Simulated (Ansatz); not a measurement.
# InMoSe3: the cost of one run

Method: DFT PBE, scalar-relativistic, plane waves, PAW, unless a step names another level, in Ansatz 0.2.0.

2 further runs of the same task are left out: 2 that didn't finish. Runs told in other sessions of the task aren't counted.

## 1. The system as given

The structure is hexagonal, space group P-6m2 (No. 187). The conventional cell has a = 3.559 Å, b = 3.559 Å, c = 24.943 Å, α = 90.00°, β = 90.00°, γ = 120.00°. In (site symmetry 3m) is surrounded by 3 Se at 2.58 Å and 1 In at 2.79 Å. Around Mo (site symmetry 3m) lie 6 Se at 2.60 Å. Se (site symmetry 3m) is surrounded by 3 In at 2.58 Å. Se (site symmetry 3m) has 3 Mo at 2.60 Å in its first shell of neighbours.

As a file:

```
CELL_PARAMETERS angstrom
3.55890 0.00000 0.00000
-1.77945 3.08210 0.00000
0.00000 0.00000 24.94255
ATOMIC_POSITIONS crystal
In 0.00000 0.00000 0.94402
In 0.00000 0.00000 0.05598
Mo 0.33333 0.66667 0.65754
Mo 0.33333 0.66667 0.34246
Se 0.33333 0.66667 0.88152
Se 0.33333 0.66667 0.11848
Se 0.00000 0.00000 0.72151
Se 0.00000 0.00000 0.59357
Se 0.00000 0.00000 0.27849
Se 0.00000 0.00000 0.40643
```

It came out lowest among 15 distinct ends of the trial cells. At a tolerance of 0.02 Å it has space group P-6m2 (No. 187).

## 2. Kick test: the unmoved cell on a coarse mesh

input.yaml

```yaml
crystal:
  lattice:
    - [3.5588970086, 0.0, 0.0]
    - [-1.7794485043, 3.0820952189, 0.0]
    - [0.0, 0.0, 24.9425502311]
  atoms:
    - { symbol: In, position: [0.0, 0.0, 0.9440219035] }
    - { symbol: In, position: [1.0, 1.0, 0.0559780965] }
    - { symbol: Mo, position: [0.3333333333, 0.6666666667, 0.6575447589] }
    - { symbol: Mo, position: [0.3333333333, 0.6666666667, 0.3424552411] }
    - { symbol: Se, position: [0.3333333333, 0.6666666667, 0.8815205255] }
    - { symbol: Se, position: [0.3333333333, 0.6666666667, 0.1184794745] }
    - { symbol: Se, position: [0.0, 0.0, 0.7215106514] }
    - { symbol: Se, position: [0.0, 1.0, 0.5935708877] }
    - { symbol: Se, position: [0.0, 1.0, 0.2784893486] }
    - { symbol: Se, position: [0.0, 1.0, 0.4064291123] }
basis:
  ecutwfc: 420
kpoints:
  mp_grid: { grid: [6, 6, 1] }
hamiltonian:
  xc: pbe
scf:
  occupations: { method: gaussian, width: 0.2 }
  lower_state_search: "off"
output:
  forces: true
  stress: true
  eigenvalues: true
```

The run is started by

```console
$ ansatz run input.yaml --threads 1 --pin off --max-ram 2560MiB --backend cpu --events-out ev --progress --plain --runs-dir out
```

What time and memory should one allow on 1 thread of AMD EPYC 7R43 (Zen 3), shared host?

About 17 s, with a peak of 0.59 GiB.
